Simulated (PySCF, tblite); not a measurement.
**C₅H₈FO radical: geometry, infrared bands and EPR parameters**

What infrared bands and EPR parameters should C₅H₈FO radical (`C=C[C@@H]([O])CCF`) show?

Programs: tblite 0.8.0 and PySCF 2.14.0, with density-fitted response routines of our own. Each step states its level of theory. These are calculated values for one molecule in the gas phase, unless marked as measured. Atoms are numbered from 0 throughout.

## Step 1: The starting structure

15 atoms, charge 0, multiplicity 2; geometry from: force field or distance geometry start.

Bonds of the start (Å): C0–C1 1.34, C1–C2 1.47, C2–O3 1.40, C2–C4 1.53, C4–C5 1.53, C5–F6 1.37, C0–H7 1.10, C0–H8 1.07, C1–H9 1.08, C2–H10 1.12, C4–H11 1.12, C4–H12 1.09, C5–H13 1.09, C5–H14 1.13.

## Step 2: Relaxing the molecule with GFN2-xTB

Job settings and geometry (Å):

```
{"job": {"kind": "relax", "xc": "GFN2-xTB", "basis": "xTB"}, "charge": 0, "multiplicity": 2}
C      2.478100    -0.411400     0.207300
C      1.535700     0.320400    -0.407800
C      0.201700     0.574900     0.147600
O     -0.266500     1.880700    -0.071200
C     -0.840800    -0.437000    -0.328500
C     -2.163300    -0.014300     0.313400
F     -1.964300    -0.058300     1.667100
H      3.436900    -0.513600    -0.313900
H      2.318400    -0.875400     1.163300
H      1.781000     0.750100    -1.363200
H      0.297200     0.455300     1.259400
H     -0.548100    -1.422700     0.106900
H     -0.946900    -0.489800    -1.408600
H     -2.893800    -0.770400     0.025900
H     -2.429800     1.019600    -0.042300
```

Command:

```sh
$ OMP_NUM_THREADS=1 python probes_run.py task.json out
```

The driver reads the jobs from task.json and runs them one after another.

The log of the run:

```text
step      E/eV     max force
  0    -637.84559    3.154
  1    -638.06913    1.181
  2    -638.10614    0.928
  3    -638.14180    0.548
  4    -638.19260    0.365
  5    -638.20495    0.342
  6    -638.21827    0.262
  7    -638.22379    0.190
  8    -638.22826    0.153
  9    -638.23133    0.154
 10    -638.23435    0.156
 11    -638.23685    0.163
 12    -638.23910    0.131
 13    -638.24135    0.139
 14    -638.24414    0.150
 15    -638.24740    0.215
 16    -638.25033    0.174
 17    -638.25242    0.134
 18    -638.25409    0.118
 19    -638.25583    0.174
 20    -638.25782    0.193
 21    -638.25951    0.124
 22    -638.26076    0.085
 23    -638.26205    0.116
 24    -638.26381    0.185
 25    -638.26577    0.181
 26    -638.26743    0.095
 27    -638.26875    0.080
 28    -638.26997    0.115
 29    -638.27121    0.145
 30    -638.27231    0.104
 31    -638.27319    0.071
 32    -638.27407    0.089
 33    -638.27511    0.126
 34    -638.27614    0.114
 35    -638.27692    0.077
 36    -638.27749    0.057
 37    -638.27799    0.065
 38    -638.27843    0.067
 39    -638.27877    0.041
 40    -638.27904    0.043
 41    -638.27933    0.061
 42    -638.27967    0.075
 43    -638.27997    0.050
 44    -638.28018    0.032
 45    -638.28037    0.037
 46    -638.28063    0.066
 47    -638.28097    0.073
 48    -638.28131    0.046
 49    -638.28157    0.039
 50    -638.28181    0.051
 51    -638.28212    0.073
 52    -638.28256    0.072
 53    -638.28299    0.061
 54    -638.28336    0.057
 55    -638.28366    0.055
 56    -638.28398    0.057
 57    -638.28431    0.048
 58    -638.28460    0.034
 59    -638.28486    0.034
 60    -638.28508    0.038
 61    -638.28528    0.037
 62    -638.28550    0.037
 63    -638.28581    0.048
 64    -638.28620    0.066
 65    -638.28656    0.054
 66    -638.28681    0.037
 67    -638.28700    0.038
 68    -638.28720    0.041
 69    -638.28743    0.042
 70    -638.28761    0.035
 71    -638.28773    0.027
 72    -638.28782    0.040
 73    -638.28795    0.050
 74    -638.28811    0.037
 75    -638.28827    0.030
 76    -638.28839    0.034
 77    -638.28858    0.046
 78    -638.28884    0.053
 79    -638.28911    0.043
 80    -638.28930    0.034
 81    -638.28942    0.030
 82    -638.28954    0.033
 83    -638.28968    0.033
 84    -638.28980    0.031
 85    -638.28987    0.017
 86    -638.28990    0.013
 87    -638.28993    0.010
```

It took 0.35 s on 1 thread of Arm Neoverse V2, shared host.

Step by step: (not every step is listed)

```
step  energy from step 0 (eV)  largest force (eV/Å)
   0                   0.0000                3.1537
   1                  -0.2235                1.1807
   2                  -0.2605                0.9283
   3                  -0.2962                0.5482
   4                  -0.3470                0.3650
   5                  -0.3594                0.3418
   6                  -0.3727                0.2617
   7                  -0.3782                0.1897
   8                  -0.3827                0.1529
  15                  -0.4018                0.2154
  22                  -0.4152                0.0847
  29                  -0.4256                0.1448
  36                  -0.4319                0.0567
  43                  -0.4344                0.0500
  50                  -0.4362                0.0510
  57                  -0.4387                0.0485
  64                  -0.4406                0.0660
  71                  -0.4421                0.0269
  78                  -0.4433                0.0533
  82                  -0.4439                0.0331
  83                  -0.4441                0.0333
  84                  -0.4442                0.0311
  85                  -0.4443                0.0169
  86                  -0.4443                0.0128
  87                  -0.4443                0.0102
```

Distances of close pairs at the start and the end, largest changes first:

```
  bond  before (Å)  after (Å)  change (Å)
 C2–O3       1.404      1.308      -0.097
 C1–C2       1.467      1.514      +0.047
 C2–C4       1.529      1.572      +0.043
C5–H14       1.125      1.095      -0.031
C4–H11       1.117      1.089      -0.028
 C0–H7       1.096      1.077      -0.019
 C0–C1       1.342      1.324      -0.019
 C4–C5       1.530      1.517      -0.013
```

The final coordinates are the input of the step that follows.

## Step 3: Vibrational analysis with GFN2-xTB

Job settings and geometry (Å):

```
{"job": {"kind": "ir", "xc": "GFN2-xTB", "basis": "xTB"}, "charge": 0, "multiplicity": 2}
C      2.348090    -0.513754     0.203847
C      1.626942     0.408874    -0.413689
C      0.207881     0.776165    -0.034197
O     -0.218013     1.938035    -0.456984
C     -0.799479    -0.400069    -0.302338
C     -2.113476    -0.138576     0.408711
F     -1.946473    -0.310847     1.765392
H      3.340167    -0.771382    -0.126687
H      1.976088    -1.054704     1.059541
H      2.024511     0.972928    -1.245210
H      0.223777     0.824711     1.087701
H     -0.368322    -1.341561     0.034891
H     -0.972334    -0.438409    -1.377541
H     -2.895090    -0.838456     0.097751
H     -2.438684     0.895034     0.254278
```

The log of the run:

```text
mode    cm-1     km/mol
  1      60.4      5.06
  2      74.4      3.16
  3     104.0      9.08
  4     201.2      5.64
  5     242.0      2.39
  6     346.7      7.42
  7     410.2      6.34
  8     498.1      2.31
  9     506.1     22.35
 10     605.7     13.51
 11     717.6    187.81
 12     813.7     35.80
 13     888.5      8.44
 14     904.1     14.13
 15     945.3     57.08
 16     995.7     14.26
 17    1002.7     27.26
 18    1019.3     47.50
 19    1067.0     51.59
 20    1094.4     17.58
 21    1109.0     21.85
 22    1159.6     31.20
 23    1204.8      3.27
 24    1231.2     17.83
 25    1262.4      2.25
 26    1289.6     32.25
 27    1321.9     13.41
 28    1399.3      4.03
 29    1430.9      6.36
 30    1436.8      0.28
 31    1656.6      8.07
 32    2546.1      2.58
 33    2952.9     20.84
 34    2959.4      8.85
 35    3010.2      8.94
 36    3015.5     15.96
 37    3081.2      4.79
 38    3093.8     14.22
 39    3123.4     22.15
```

It took 0.29 s on 1 thread of Arm Neoverse V2, shared host.

Which atoms move in the most intense modes:

```
cm⁻¹  km/mol                                  atoms
 718   187.8             C2 35 %, H10 31 %, C4 19 %
 814    35.8  H10 16 %, C4 12 %, H13 11 %, H11 10 %
 945    57.1    C5 19 %, H10 13 %, H7 12 %, F6 11 %
1003    27.3                       H9 39 %, H8 36 %
1019    47.5    H10 28 %, C2 15 %, C5 11 %, C4 10 %
1067    51.6    C5 31 %, H10 18 %, F6 14 %, C4 14 %
1160    31.2  H11 27 %, H12 26 %, H14 19 %, C5 13 %
1290    32.2   C2 32 %, O3 18 %, H13 12 %, H11 11 %
```

## Step 4: g tensor and hyperfine couplings: B3LYP/pcH-1

Same as in step 3 but for these lines:

```diff
@@ -1,2 +1,2 @@
-{"job": {"kind": "ir", "xc": "GFN2-xTB", "basis": "xTB"}, "charge": 0, "multiplicity": 2}
+{"job": {"kind": "epr", "basis": "pcH-1"}, "charge": 0, "multiplicity": 2}
 C      2.348090    -0.513754     0.203847
```

Method: UKS B3LYP, pcH-1 on C F H O, non-relativistic, mean-field spin-orbit, GIAO.

The log of the run:

```text
UKS, coarse grid
  cycle   1  E = -370.09627363  |g| = 7.15e-01
  cycle   2  E = -366.85702154  |g| = 2.18e+00
  cycle   3  E = -370.15063810  |g| = 5.26e-01
  cycle   4  E = -370.31277822  |g| = 2.24e-01
  cycle   5  E = -370.32754745  |g| = 1.40e-01
  cycle   6  E = -370.33203126  |g| = 1.00e-01
  cycle   7  E = -370.33612800  |g| = 4.76e-02
  cycle   8  E = -370.33708196  |g| = 1.54e-02
  cycle   9  E = -370.33718597  |g| = 3.50e-03
  cycle  10  E = -370.33719319  |g| = 1.21e-03
  cycle  11  E = -370.33719419  |g| = 4.74e-04
UKS, final grid
  cycle   1  E = -370.33709726  |g| = 5.55e-04
  cycle   2  E = -370.33709723  |g| = 9.36e-04
  cycle   3  E = -370.33709758  |g| = 1.44e-04
  cycle   4  E = -370.33709766  |g| = 1.21e-04
  cycle   5  E = -370.33709773  |g| = 4.25e-05
  cycle   6  E = -370.33709774  |g| = 3.40e-05
  cycle   7  E = -370.33709775  |g| = 2.90e-05
E = -370.33709775 Eh   <S^2> = 0.7544 (exact 0.7500)
g shifts (ppm)      1          2          3
  rmc          -272       -272       -272
  gc             -6         28         44
  oz_so          32       5531      38158
  total        -246       5286      37930
hyperfine (MHz)  atom isotope    a_iso     a_fc   dipolar eigenvalues
    0   13C       1.12       1.12     -3.11     -1.83      4.94
    1   13C       7.64       7.64     -3.55     -1.25      4.80
    2   13C     -43.21     -43.21     -8.21      2.93      5.28
    3   17O     -47.47     -47.47   -242.53    120.60    121.93
    4   13C      45.51      45.51     -7.38     -6.74     14.12
    5   13C      -3.15      -3.15     -0.83     -0.56      1.39
    6   19F       4.57       4.57     -7.38     -4.01     11.39
    7    1H      -2.25      -2.25     -1.90     -0.93      2.84
    8    1H      -2.02      -2.02     -1.84     -0.60      2.44
    9    1H       0.78       0.78     -4.13     -2.73      6.86
   10    1H     366.97     366.97     -9.32     -3.51     12.83
   11    1H       1.62       1.62     -4.44     -1.96      6.41
   12    1H       0.92       0.92     -5.70     -1.59      7.29
   13    1H       7.57       7.57     -1.36     -1.31      2.67
   14    1H       3.06       3.06     -3.53     -3.28      6.81
```

Run time: 56 s. Hardware: 1 thread of Arm Neoverse V2, shared host; peak memory 0.95 GiB.

Principal g values 2.00207, 2.00761, 2.04025; g(iso) = 2.01664, against 2.00232 for a free electron. They are not to be trusted: the run shows a large g shift, which the driver flags as unsure.

Hyperfine couplings, nucleus by nucleus at this fixed geometry (no averaging over rotations):

```
nuclei  isotope  a(iso) (MHz)  a(iso) (G, at g = 2.0023)  largest dipolar term (MHz)
   H10       1H         367.0                      130.9                        12.8
    O3      17O         -47.5                      -16.9                      -242.5
    C4      13C          45.5                       16.2                        14.1
    C2      13C         -43.2                      -15.4                        -8.2
    C1      13C           7.6                        2.7                         4.8
   H13       1H           7.6                        2.7                         2.7
    F6      19F           4.6                        1.6                        11.4
    C5      13C          -3.1                       -1.1                         1.4
   H14       1H           3.1                        1.1                         6.8
    H7       1H          -2.3                       -0.8                         2.8
    H8       1H          -2.0                       -0.7                         2.4
   H11       1H           1.6                        0.6                         6.4
    C0      13C           1.1                        0.4                         4.9
   H12       1H           0.9                        0.3                         7.3
```

Mulliken spin populations:

C0 0.03; C1 0.00; C2 -0.06; O3 0.80; C4 0.06; C5 0.00; F6 0.00; H7 0.00; H8 0.00; H9 0.00; H10 0.16; H11 0.00; H12 0.01; H13 0.00; H14 0.00

Orbitals, density, ELF and potential are computed afterwards from the orbital file.

ELF in a plane through or near 6 of the atoms.

Values, 10 rows by 14 columns:
```
0.00 0.00 0.00 0.00 0.00 0.00 0.00 0.00 0.00 0.00 0.00 0.00 0.00 0.00
0.00 0.00 0.00 0.00 0.00 0.00 0.00 0.00 0.00 0.00 0.00 0.00 0.00 0.00
0.00 0.00 0.00 0.01 0.29 0.70 0.01 0.00 0.00 0.02 0.00 0.00 0.00 0.00
0.00 0.00 0.19 0.24 0.89 1.00 0.08 0.11 0.07 0.52 0.14 0.00 0.00 0.00
0.00 0.01 0.85 0.93 0.22 0.62 0.02 0.16 0.12 0.64 0.21 0.03 0.00 0.00
0.00 0.00 0.13 0.31 0.81 0.48 0.70 0.72 0.25 0.85 0.86 0.08 0.00 0.00
0.00 0.00 0.00 0.05 0.63 0.55 0.54 0.69 0.08 0.91 1.00 0.27 0.00 0.00
0.00 0.00 0.00 0.04 0.52 0.03 0.76 0.44 0.83 0.01 0.13 0.00 0.00 0.00
0.00 0.00 0.00 0.00 0.01 0.00 0.48 0.58 0.24 0.00 0.00 0.00 0.00 0.00
0.00 0.00 0.00 0.00 0.00 0.00 0.00 0.00 0.00 0.00 0.00 0.00 0.00 0.00
```
The map spans 11.9 Å across and 9.1 Å up, centred on the molecule. Atoms in the plane (x, y in Å): C0 (-2.3, 0.6), C2 (-0.2, -0.7), O3 (0.2, -1.9), C5 (2.1, 0.2), H8 (-1.9, 1.5), H14 (2.5, -0.8).

log10 of the density (e/Å³) in the same plane.

Ten even steps from ' ' (-4.0) to '@' (1.5):
```
                                                        
                                                        
                                                        
            ....::::::....                              
          ..::::--------::......::::::::::..            
      ....::--====++++==--::::----======--::..          
    ..::--====++**##**++==--======++****++==::..        
    ..::==++****######++======++++**##**++==--::..      
    ..--==++**######**++==++++++****####**++--::..      
    ..--==++**########**++********######**++==::..      
    ..::--==++**##############******####**++--::..      
      ..::--==++**########@@##**++**####**++--::..      
        ..::--++********######**++++****++==--::        
        ..::--==++++++++**##%%##**++++++==--::..        
          ..::--======++**%%%%##**==----::::..          
            ..::------==++**##**++==::......            
              ....::::--==++++++==--..                  
                    ..::----==--::..                    
                          ......                        
                                                        
```
The map spans 11.9 Å across and 9.1 Å up, centred on the molecule. Atoms in the plane (x, y in Å): C0 (-2.3, 0.6), C2 (-0.2, -0.7), O3 (0.2, -1.9), C5 (2.1, 0.2), H8 (-1.9, 1.5), H14 (2.5, -0.8).

On the surface of density 0.002 e/bohr³ the electrostatic potential runs, from the 1st to the 99th percentile, from -1.28 V near O3 to 1.02 V near H10.

The spin density lies nearest to O3 71 %; H10 13 %.

## Step 5: Outcome

| quantity | value |
| --- | --- |
| strongest single infrared mode (GFN2-xTB) | 718 cm⁻¹, 188 km/mol |
| zero-point energy (GFN2-xTB) | 72.6 kcal/mol |
| g(iso) (B3LYP) | 2.01664 |
| ⟨S²⟩ | 0.754 (exact 0.75) |
| largest a(iso) | 1H on H10, 367.0 MHz |
| surface potential, 1st and 99th percentile | -1.28 V and 1.02 V |
| property runs in this session | 1, of which 0 failed and 1 gave unsound results |

**Reading.** The optimisation took 87 steps and gained 0.444 eV; among the close pairs (by a distance rule), C2–O3 changed most, from 1.404 to 1.308 Å. All 39 modes are real, so the xTB geometry is a minimum. The strongest single mode, at 718 cm⁻¹, is carried by C2, H10, C4. Unscaled tight-binding wavenumbers are off by several per cent, some by more. Its intensities can rank the bands wrongly. O3 carries the largest spin population, 0.80 e. The isotropic g lies 14.3 ppt above the free-electron value. These values are not to be trusted: the run shows a large g shift, which the driver flags as unsure.
